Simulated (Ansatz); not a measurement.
**AlH6N3: a dynamics run in two tries**

Wanted: a short trajectory, and a check that the input is sound.

All numbers below are computed with Ansatz 0.2.0 (RKS PBE0/6-31G*).

**1. The structure to begin with**

Bond lengths: Al1–N2 1.774 Å, N2–H3 0.995 Å, N2–H4 1.037 Å, Al1–N5 1.787 Å, N5–H6 1.006 Å, N5–H7 1.018 Å, Al1–N8 1.792 Å, N8–H9 1.025 Å, Al1–H10 0.180 Å. Angles: Al1–N2–H3 153.1°, Al1–N2–H4 102.3°, H3–N2–H4 104.1°, N2–Al1–N5 114.8°, N2–Al1–N8 134.8°, N2–Al1–H10 84.1°, N5–Al1–N8 110.2°, N5–Al1–H10 39.3°, N8–Al1–H10 133.0°, Al1–N5–H6 100.9°, Al1–N5–H7 143.0°, H6–N5–H7 108.9°, Al1–N8–H9 117.5°.

Structure file:

```xyz
10

Al   -0.0703   -0.0350    0.0615
N     0.0858    0.0622    1.8263
H    -0.2787    0.0418    2.7522
H     1.0533    0.4158    1.9442
N     1.4603    0.1625   -0.8388
H     1.2062   -0.2216   -1.7331
H     2.4728    0.1235   -0.7389
N    -1.4444   -0.1788   -1.0795
H    -2.3617   -0.4130   -0.6878
H     0.0797    0.0650    0.0615
```

**2. First try**

input.yaml

```yaml
crystal:
  periodic: [false, false, false]
  atoms:
    - { symbol: Al, position_ang: [-0.070255, -0.034956, 0.061477] }
    - { symbol: "N", position_ang: [0.085824, 0.062154, 1.826263] }
    - { symbol: H, position_ang: [-0.278714, 0.041784, 2.752211] }
    - { symbol: H, position_ang: [1.053291, 0.415837, 1.944151] }
    - { symbol: "N", position_ang: [1.460327, 0.162487, -0.838824] }
    - { symbol: H, position_ang: [1.206167, -0.22161, -1.733088] }
    - { symbol: H, position_ang: [2.472759, 0.123536, -0.73886] }
    - { symbol: "N", position_ang: [-1.444434, -0.178752, -1.079536] }
    - { symbol: H, position_ang: [-2.361727, -0.412983, -0.687761] }
    - { symbol: H, position_ang: [0.079745, 0.065044, 0.061477] }
basis:
  gaussian: { orbitals: "6-31G*" }
hamiltonian:
  xc: pbe0
md:
  timestep: 0.5
  n_steps: 25
  ensemble: nvt_langevin
  temperature: 1000.0
  initial_velocities: maxwell_boltzmann
  seed: 650522
  friction: 0.005
```

The run is started by

```
$ ansatz run input.yaml --threads 1 --pin off --max-ram 2048MiB --backend cpu --events-out ev --progress --plain --runs-dir out
```

Before running it: what results should come out? Wanted: first try.

As calculated:

| quantity | value |
| --- | --- |
| first try | timeout |
| cause | the last atom was put 0.18 Å from the first, almost on top of it |

What this shows: The program did not catch the first fault at the input check, so it cost a run.
